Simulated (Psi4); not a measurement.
**One shape, several levels: triplet Ge2H6**

We compute a comparison of 6 runs (UHF/STO-3G, U-wB97X-V/6-31G*, UDSD-PBEP86/6-31G*, UHSE06/6-31G*, UTPSSh/6-31G*, UB3LYP/6-31G*) of triplet Ge2H6. 

The results are computed with Psi4 1.11.

3 further runs of the same task are left out: 1 that didn't finish, 2 set aside as unsound or not needed.

### 1 The structure to begin with

Ge2H6: 8 atoms, total charge 0, spin state triplet. As SMILES of the parent species, `[GeH3][GeH3]`. Geometry: relaxed at PBE0-D4/def2-TZVP. That shape belongs to the parent species and isn't relaxed for this state.

Bond lengths: Ge1–Ge2 2.420 Å, Ge1–H3 1.537 Å, Ge1–H4 1.537 Å, Ge1–H5 1.537 Å, Ge2–H6 1.537 Å, Ge2–H7 1.537 Å, Ge2–H8 1.537 Å. Some angles: Ge1–Ge2–H6 110.3°, Ge1–Ge2–H7 110.3°, Ge1–Ge2–H8 110.3°, Ge2–Ge1–H3 110.3°, Ge2–Ge1–H4 110.3°, Ge2–Ge1–H5 110.3°, H6–Ge2–H7 108.6°, H6–Ge2–H8 108.6°, H7–Ge2–H8 108.6°, H3–Ge1–H4 108.6°.

### 2 Energy and gradient at UHF/STO-3G (run 1)

The input, ge2h6.json:

```json
{
 "schema_name": "qcschema_input",
 "schema_version": 1,
 "molecule": {
  "schema_name": "qcschema_molecule",
  "schema_version": 2,
  "symbols": ["Ge", "Ge", "H", "H", "H", "H", "H", "H"],
  "geometry": [-1.07553762, 0.53273269, -1.94632342, 1.07553762, -0.53273269, 1.94632342, -0.68130296, -1.55945869, -3.92275018, -3.92584933, 0.83586366, -1.47415645, -0.04386054, 3.02728456, -3.01957448, 0.69434207, 1.56677193, 3.91757233, 3.92365725, -0.85124603, 1.47113289, 0.03301352, -3.01921543, 3.02777589],
  "molecular_charge": 0,
  "molecular_multiplicity": 3,
  "fix_symmetry": "c1"
 },
 "driver": "gradient",
 "model": {
  "method": "scf",
  "basis": "STO-3G"
 },
 "keywords": {
  "reference": "uhf",
  "puream": true,
  "e_convergence": 1e-09,
  "d_convergence": 1e-08,
  "scf_type": "pk",
  "maxiter": 100
 }
}
```

On the command line:

```
$ psi4 --qcschema ge2h6.json -n 1 --memory 2200MB
```

stdout:

```text
[...]
  Running in c1 symmetry.
[...]
  Nuclear repulsion =  323.373940801592084
[...]
  Multiplicity = 3
[...]
  Nalpha       = 36
  Nbeta        = 34
[...]
    Number of basis functions: 42
[...]
   @UHF iter   1: -4105.90517096950771   -5.20706e+00   2.02462e-02 DIIS/ADIIS
[...]
   @UHF iter  14: -4106.66978251330420   -1.36424e-11   5.22022e-09 DIIS
[...]
   @S^2 Observed:                2.007612101E+00
[...]
    Orbital Energies [Eh]
    ---------------------
    Alpha Occupied:
       1A   -400.513932     2A   -400.513924     3A    -50.361734
       4A    -50.360487     5A    -45.427331     6A    -45.427271
       7A    -45.422853     8A    -45.422853     9A    -45.422814
      10A    -45.422814    11A     -6.453482    12A     -6.453248
      13A     -4.504079    14A     -4.503242    15A     -4.490209
      16A     -4.490209    17A     -4.488895    18A     -4.488895
      19A     -0.731074    20A     -0.657500    21A     -0.634631
      22A     -0.630498    23A     -0.630498    24A     -0.630038
      25A     -0.630038    26A     -0.625835    27A     -0.625835
      28A     -0.625583    29A     -0.625583    30A     -0.613611
      31A     -0.432753    32A     -0.432753    33A     -0.399024
      34A     -0.395419    35A     -0.395419    36A      0.034896
[...]
  @UHF Final Energy: -4106.66978251330420
   => Energetics <=
    Nuclear Repulsion Energy =            323.3739408015920844
    One-Electron Energy =               -6413.1638450331647618
    Two-Electron Energy =                1983.1201217182688197
    Total Energy =                      -4106.6697825133041988
  UHF NO Occupations:
  HONO-2 :   34  A 1.9990496
  HONO-1 :   35  A 1.0000000
[...]
 Multipole Moments:
 ------------------------------------------------------------------------------------
     Multipole            Electronic (a.u.)      Nuclear  (a.u.)        Total (a.u.)
 ------------------------------------------------------------------------------------
 L = 1.  Multiply by 2.5417464519 to convert [e a0] to [Debye]
 Dipole X            :          0.0000048            0.0000000            0.0000048
 Dipole Y            :         -0.0000032           -0.0000000           -0.0000032
 Dipole Z            :         -0.0000032            0.0000000           -0.0000032
 Magnitude           :                                                    0.0000066
[...]
  -Total Gradient:
     Atom            X                  Y                   Z
    ------   -----------------  -----------------  -----------------
       1        0.121110603993    -0.059991046436     0.219170365710
       2       -0.121108686117     0.059988695117    -0.219172157654
       3        0.006567211111    -0.029136078228    -0.024825666705
       4       -0.037715318049     0.003548204592     0.008585951286
       5        0.015263842557     0.033455387460    -0.012498821780
       6       -0.006386582941     0.029239772093     0.024754808502
       7        0.037683521313    -0.003762332369    -0.008627328475
       8       -0.015414591870    -0.033342602229     0.012612849116
[...]
```

The result, in JSON:

```text
{
 "driver": "gradient",
 "model": {
  "method": "scf",
  "basis": "STO-3G"
 },
 "success": true,
 "return_result": [0.12111060399326257, -0.05999104643564679, 0.219170365710238, -0.12110868611656414, 0.059988695116559326, -0.2191721576544542, 0.00656721111146694, -0.029136078227847223, -0.02482566670476688, -0.037715318049033136, 0.003548204592002571, 0.008585951285714509, 0.015263842557104099, 0.03345538746037499, -0.01249882177981508, -0.006386582941038645, 0.029239772093180516, 0.02475480850189074, 0.03768352131308578, -0.0037623323693271107, -0.008627328475068273, -0.015414591869897354, -0.03334260222928795, 0.01261284911647309],
 "properties": {
  "calcinfo_nbasis": 42,
  "calcinfo_nmo": 42,
  "calcinfo_nalpha": 36,
  "calcinfo_nbeta": 34,
  "calcinfo_natom": 8,
  "nuclear_repulsion_energy": 323.3739408015921,
  "return_energy": -4106.669782513304,
  "return_gradient": [0.12111060399326257, -0.05999104643564679, 0.219170365710238, -0.12110868611656414, 0.059988695116559326, -0.2191721576544542, 0.00656721111146694, -0.029136078227847223, -0.02482566670476688, -0.037715318049033136, 0.003548204592002571, 0.008585951285714509, 0.015263842557104099, 0.03345538746037499, -0.01249882177981508, -0.006386582941038645, 0.029239772093180516, 0.02475480850189074, 0.03768352131308578, -0.0037623323693271107, -0.008627328475068273, -0.015414591869897354, -0.03334260222928795, 0.01261284911647309],
  "scf_one_electron_energy": -6413.163845033165,
  "scf_two_electron_energy": 1983.1201217182688,
  "scf_dipole_moment": [4.800329484057342e-06, -3.2165955373697486e-06, -3.1852211481719905e-06],
  "scf_total_energy": -4106.669782513304,
  "scf_total_gradient": [0.12111060399326257, -0.05999104643564679, 0.219170365710238, -0.12110868611656414, 0.059988695116559326, -0.2191721576544542, 0.00656721111146694, -0.029136078227847223, -0.02482566670476688, -0.037715318049033136, 0.003548204592002571, 0.008585951285714509, 0.015263842557104099, 0.03345538746037499, -0.01249882177981508, -0.006386582941038645, 0.029239772093180516, 0.02475480850189074, 0.03768352131308578, -0.0037623323693271107, -0.008627328475068273, -0.015414591869897354, -0.03334260222928795, 0.01261284911647309],
  "scf_iterations": 14
 }
}
```

It took 3.6 s on 1 thread of Intel Xeon Platinum 8259CL at 2.50GHz (Skylake/Cascade Lake), shared host; peak memory 0.2 GiB.

### 3 A single-point energy at U-wB97X-V/6-31G(d) (spherical functions) (run 2)

The input, input.dat:

```
memory 2200 MB

molecule geom {
  0 3
  Ge    -0.569150     0.281910    -1.029950
  Ge     0.569150    -0.281910     1.029950
  H     -0.360530    -0.825230    -2.075830
  H     -2.077470     0.442320    -0.780090
  H     -0.023210     1.601970    -1.597890
  H      0.367430     0.829100     2.073090
  H      2.076310    -0.450460     0.778490
  H      0.017470    -1.597700     1.602230
  symmetry c1
  no_reorient
  no_com
}

set {
  basis 6-31G*
  reference uks
  puream true
  e_convergence 1e-09
  d_convergence 1e-08
  scf_type pk
  dft_radial_points 99
  dft_spherical_points 590
  maxiter 100
}

energy('wb97x-v')
print_variables()
```

On the command line:

```
$ psi4 input.dat output.dat -n 1
```

output.dat:

```text
[...]
  Running in c1 symmetry.
[...]
  Nuclear repulsion =  323.373940276510041
[...]
  Multiplicity = 3
[...]
  Nalpha       = 36
  Nbeta        = 34
[...]
    Number of basis functions: 76
[...]
   @UKS iter   1: -4153.54938181903253   -3.80406e+00   4.88335e-02 DIIS/ADIIS
[...]
   @UKS iter  18: -4156.39598413227668   -5.45697e-12   3.11661e-09 DIIS
[...]
   @S^2 Observed:                2.002094601E+00
[...]
    Orbital Energies [Eh]
    ---------------------
    Alpha Occupied:
       1A   -398.570887     2A   -398.570866     3A    -49.858859
       4A    -49.858820     5A    -44.375025     6A    -44.374994
       7A    -44.371822     8A    -44.371822     9A    -44.371817
      10A    -44.371817    11A     -6.361802    12A     -6.361766
      13A     -4.538507    14A     -4.538158    15A     -4.529341
      16A     -4.529341    17A     -4.529329    18A     -4.529329
      19A     -1.350847    20A     -1.344574    21A     -1.344574
      22A     -1.340933    23A     -1.340906    24A     -1.340906
      25A     -1.336050    26A     -1.336050    27A     -1.335779
      28A     -1.335779    29A     -0.753965    30A     -0.671631
      31A     -0.482691    32A     -0.482690    33A     -0.450884
      34A     -0.450883    35A     -0.445462    36A     -0.128266
[...]
  @UKS Final Energy: -4156.39598413227668
   => Energetics <=
    Nuclear Repulsion Energy =            323.3739402765100408
    One-Electron Energy =               -6435.1604564561384905
    Two-Electron Energy =                2079.5687749623357377
    DFT Exchange-Correlation Energy =    -124.4674597484095671
    Empirical Dispersion Energy =           0.0000000000000000
    VV10 Nonlocal Energy =                  0.2892168334255006
    Total Energy =                      -4156.3959841322766806
[...]
 Multipole Moments:
 ------------------------------------------------------------------------------------
     Multipole            Electronic (a.u.)      Nuclear  (a.u.)        Total (a.u.)
 ------------------------------------------------------------------------------------
 L = 1.  Multiply by 2.5417464519 to convert [e a0] to [Debye]
 Dipole X            :          0.0000040            0.0000000            0.0000040
 Dipole Y            :         -0.0000041            0.0000000           -0.0000041
 Dipole Z            :         -0.0000029            0.0000000           -0.0000029
 Magnitude           :                                                    0.0000064
[...]
```

It took 5.2 min on 1 thread of Intel Xeon Platinum 8259CL at 2.50GHz (Skylake/Cascade Lake), shared host; peak memory 1 GiB.

Runs 3 to 5 aren't shown in full; the table further down has their settings and results.

### 4 The energy at UB3LYP/6-31G(d) (Cartesian functions) (run 6)

The input, calc.dat:

```
memory 2.2 GB

molecule {
  0 3
  Ge    -0.569150     0.281910    -1.029950
  Ge     0.569150    -0.281910     1.029950
  H     -0.360530    -0.825230    -2.075830
  H     -2.077470     0.442320    -0.780090
  H     -0.023210     1.601970    -1.597890
  H      0.367430     0.829100     2.073090
  H      2.076310    -0.450460     0.778490
  H      0.017470    -1.597700     1.602230
  symmetry c1
  no_reorient
  no_com
}

set basis 6-31G*
set reference uks
set puream false
set e_convergence 1e-09
set d_convergence 1e-08
set scf_type pk
set dft_radial_points 99
set dft_spherical_points 590
set maxiter 100

e, wfn = energy('b3lyp', return_wfn=True)
oeprop(wfn, 'DIPOLE', 'MULLIKEN_CHARGES', 'MAYER_INDICES')
```

On the command line:

```
$ psi4 -i calc.dat -o calc.out -n 1
```

calc.out (excerpt; [...] marks lines left out):

```text
[...]
  Running in c1 symmetry.
[...]
  Nuclear repulsion =  323.373940276510041
[...]
  Multiplicity = 3
[...]
  Nalpha       = 36
  Nbeta        = 34
[...]
    Number of basis functions: 82
[...]
   @UKS iter   1: -4153.58559905888342   -2.98477e+00   5.03773e-02 ADIIS/DIIS
[...]
   @UKS iter  15: -4156.89779096965412   -1.09139e-11   8.36006e-09 DIIS
[...]
   @S^2 Observed:                2.001678348E+00
[...]
  @UKS Final Energy: -4156.89779096965412
   => Energetics <=
    Nuclear Repulsion Energy =            323.3739402765100408
    One-Electron Energy =               -6434.8233297659498930
    Two-Electron Energy =                2083.4561836843931815
    DFT Exchange-Correlation Energy =    -128.9045851646079086
    Empirical Dispersion Energy =           0.0000000000000000
    VV10 Nonlocal Energy =                  0.0000000000000000
    Total Energy =                      -4156.8977909696541246
[...]
 Multipole Moments:
 ------------------------------------------------------------------------------------
     Multipole            Electronic (a.u.)      Nuclear  (a.u.)        Total (a.u.)
 ------------------------------------------------------------------------------------
 L = 1.  Multiply by 2.5417464519 to convert [e a0] to [Debye]
 Dipole X            :          0.0000032            0.0000000            0.0000032
 Dipole Y            :         -0.0000044            0.0000000           -0.0000044
 Dipole Z            :         -0.0000027            0.0000000           -0.0000027
 Magnitude           :                                                    0.0000061
[...]
  Mulliken Charges: (a.u.)
   Center  Symbol    Alpha    Beta     Spin     Total
       1    GE    16.52564 15.67620  0.84944 -0.20184
       2    GE    16.52564 15.67620  0.84944 -0.20184
       3     H     0.49145  0.44127  0.05019  0.06728
       4     H     0.49145  0.44127  0.05018  0.06728
       5     H     0.49146  0.44126  0.05019  0.06728
       6     H     0.49145  0.44127  0.05019  0.06728
       7     H     0.49145  0.44127  0.05018  0.06728
       8     H     0.49146  0.44126  0.05019  0.06728
   Total alpha = 36.00000, Total beta = 34.00000, Total charge = -0.00000
[...]
```

Wall time 34 s (1 thread of Intel Xeon Platinum 8259CL at 2.50GHz (Skylake/Cascade Lake), shared host); peak memory 1.1 GiB.

### 5 The series

| run | level | task | integration grid | energy (Eh) | dipole moment (D) | HOMO energy (eV) | ⟨S²⟩ | wall time |
| --- | --- | --- | --- | --- | --- | --- | --- | --- |
| 1 | UHF/STO-3G | gradient | – | -4106.669783 | 0.00 | 0.95 | 2.008 | 3.6 s |
| 2 | U-wB97X-V/6-31G* (spherical functions) | energy | 99 radial × 590 angular | -4156.395984 | 0.00 | -3.49 | 2.002 | 5.2 min |
| 3 | UDSD-PBEP86/6-31G* (density fitting for correlation, spherical functions) | energy | 99 radial × 590 angular | -4155.108622 | – | -2.83 | 2.006 | 34 s |
| 4 | UHSE06/6-31G* (spherical functions) | gradient | 99 radial × 590 angular | -4156.246196 | 0.00 | -1.66 | 2.002 | 1.9 min |
| 5 | UTPSSh/6-31G* (spherical functions) | energy | 99 radial × 590 angular | -4156.732253 | 0.00 | -1.63 | 2.003 | 97 s |
| 6 | UB3LYP/6-31G* (Cartesian functions) | energy | 99 radial × 590 angular | -4156.897791 | 0.00 | -1.88 | 2.002 | 34 s |

### 6 Summary of results

| quantity | value |
| --- | --- |
| run 6: total energy | -4156.89779 Eh |
| run 6: dipole moment | 0.00 D |
| run 6: HOMO energy (highest over α and β) | -1.88 eV |
| run 6: ⟨S²⟩ | 2.002 |

**Reading.** Totals of different functionals can't be ranked against each other. In run 1 the basis is minimal, so the values are rough. All runs together took 9.9 min, the longest 5.2 min.
